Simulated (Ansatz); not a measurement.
**CH9NO2Si2: a ladder of functionals and wavefunction methods**

How much do the methods differ for CH9NO2Si2? The plan is to run it at one geometry with functionals of several rungs and with coupled cluster. The yardstick is the atomisation energy at the CCSD(T) limit.

Computed with Ansatz 0.2.0, Gaussian basis. Level: functionals in def2-TZVPP, the program's frozen cores in correlated methods.

Plan: PBE-D4, r2SCAN-D4, PBE0-D4, B3LYP-D4, ωB97X-V, ωB97M-V, B2PLYP; CCSD(T)/def2-TZVPP; MP2/def2-QZVPP; extrapolation to the limit.

## (1) The geometry

An earlier PBE0-D4 in a triple-zeta def2 set relaxation fixed the geometry.

SMILES `C[SiH2]N[SiH](O)O`, 15 atoms, charge 0, spin multiplicity 1.

Atoms are counted from 1 here; the program's logs count them from 0.

Bond lengths: C1–Si2 1.866 Å, C1–H7 1.093 Å, C1–H8 1.093 Å, C1–H9 1.093 Å, Si2–N3 1.732 Å, Si2–H10 1.486 Å, Si2–H11 1.491 Å, N3–Si4 1.706 Å, N3–H12 1.013 Å, Si4–O5 1.647 Å, Si4–O6 1.637 Å, Si4–H13 1.481 Å, O5–H14 0.958 Å, O6–H15 0.959 Å. Angles: Si2–C1–H7 111.0°, Si2–C1–H8 110.5°, Si2–C1–H9 111.1°, H7–C1–H8 107.7°, H7–C1–H9 108.1°, H8–C1–H9 108.3°, C1–Si2–N3 112.0°, C1–Si2–H10 110.5°, C1–Si2–H11 108.3°, N3–Si2–H10 106.6°, N3–Si2–H11 110.6°, H10–Si2–H11 108.8°, Si2–N3–Si4 129.7°, Si2–N3–H12 115.3°, Si4–N3–H12 114.5°, N3–Si4–O5 113.9°, N3–Si4–O6 109.6°, N3–Si4–H13 106.5° and more.

## (2) PBE-D4 (GGA)

The input, in.yaml:

```yaml
crystal:
  periodic: [false, false, false]
  atoms:
    - {symbol: C, position_ang: [-0.573818, 2.341774, -1.062984]}
    - {symbol: Si, position_ang: [-0.446691, 1.298667, 0.479340]}
    - {symbol: N, position_ang: [-0.480697, -0.395523, 0.120975]}
    - {symbol: Si, position_ang: [0.642815, -1.615947, 0.520052]}
    - {symbol: O, position_ang: [1.167187, -2.489748, -0.773553]}
    - {symbol: O, position_ang: [-0.075021, -2.731170, 1.478921]}
    - {symbol: H, position_ang: [-1.502164, 2.134243, -1.601895]}
    - {symbol: H, position_ang: [-0.568068, 3.405108, -0.808077]}
    - {symbol: H, position_ang: [0.261691, 2.147187, -1.739463]}
    - {symbol: H, position_ang: [0.838236, 1.558872, 1.178547]}
    - {symbol: H, position_ang: [-1.571212, 1.666808, 1.385933]}
    - {symbol: H, position_ang: [-1.343994, -0.735422, -0.285026]}
    - {symbol: H, position_ang: [1.780152, -0.938874, 1.184391]}
    - {symbol: H, position_ang: [1.626352, -2.015654, -1.467489]}
    - {symbol: H, position_ang: [0.245231, -3.630320, 1.390327]}
basis:
  gaussian: {orbitals: def2-TZVPP}
hamiltonian: {xc: pbe, dispersion: d4}
output: {forces: true, orbitals: {seedname: orbitals}}
```

Run with:

```bash
> ansatz run in.yaml --threads 2 --pin off --events-out ev --progress --plain --max-ram 32768MiB --backend cuda --devices 0, --max-vram 18GiB
```

Further steps of the session: r2SCAN-D4 (meta-GGA); PBE0-D4 (hybrid); B3LYP-D4 (hybrid); ωB97X-V (range-separated); ωB97M-V (range-separated); B2PLYP (double hybrid); CCSD(T) in def2-TZVPP; MP2 in def2-QZVPP.

**Question.** What will the summary of the whole plan be? Wanted: atomisation energy, CCSD(T)/CBS; farthest; mean size of error, hybrid; mean size of error, range-separated; gap, smallest and largest; T1 diagnostic; triples share of the correlation energy.

As calculated:

```
                               quantity                                 value
        atomisation energy, CCSD(T)/CBS                       1341.0 kcal/mol
functionals within 6.7 kcal/mol (0.5 %)              PBE-D4, ωB97X-V, ωB97M-V
                               farthest               B2PLYP (-20.6 kcal/mol)
             mean size of error, hybrid                         12.8 kcal/mol
    mean size of error, range-separated                          0.3 kcal/mol
              gap, smallest and largest  6.06 eV (PBE-D4), 12.52 eV (ωB97X-V)
                          T1 diagnostic                                0.0109
triples share of the correlation energy                                 3.5 %
```

PBE-D4 is off by +1.6 kcal/mol. Double hybrids carry the basis error of their MP2 part in triple zeta, and no dispersion term here, so their miss is partly the set-up's. Misses under about 6.7 kcal/mol are within the doubt on the reference itself, which lacks core-valence correlation, relativity and higher excitations. Hartree-Fock recovers 72 % of the binding; the rest is correlation. Orbital gaps span 6.1 to 12.5 eV; exact exchange widens them.
